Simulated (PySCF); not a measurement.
# Cl6Ti ([TiCl6]3-): the cost of one run

Programs: PySCF 2.14.0, with routines of our own; each step states its level. All values are computed. Atoms count from 0.

## (1) The starting structure

7 atoms, charge -3, states of the metal's open shell are computed; geometry from: model geometry, bond lengths from ionic radii.

## (2) Ligand-field states: state-averaged CASSCF in water

What the job is given:

```
{"job": {"kind": "lf", "basis": {"metal": "x2c-TZVPall", "ligand": "x2c-SVPall"}, "nevpt": true, "solvent": "water"}, "charge": -3, "metal": "Ti", "open_shell": "d1"}
Ti     0.000000     0.000000     0.000000
Cl     0.000000     0.000000     2.380000
Cl     0.000000     0.000000    -2.380000
Cl     2.380000     0.000000     0.000000
Cl    -2.380000     0.000000     0.000000
Cl     0.000000     2.380000     0.000000
Cl    -0.000000    -2.380000     0.000000
```

Method: state-averaged CASSCF of the metal d shell, SC-NEVPT2 on the averaged canonical orbitals, state-interaction spin-orbit coupling.

Command:

```
OMP_NUM_THREADS=1 python lf_run.py task.json out
```

One launch serves the whole session: the jobs run in the order shown.

**Question.** How long does this first job take on 1 thread of Arm Neoverse V1, shared host, and how much memory does it need?

About 20 s, with a peak of 0.39 GiB.
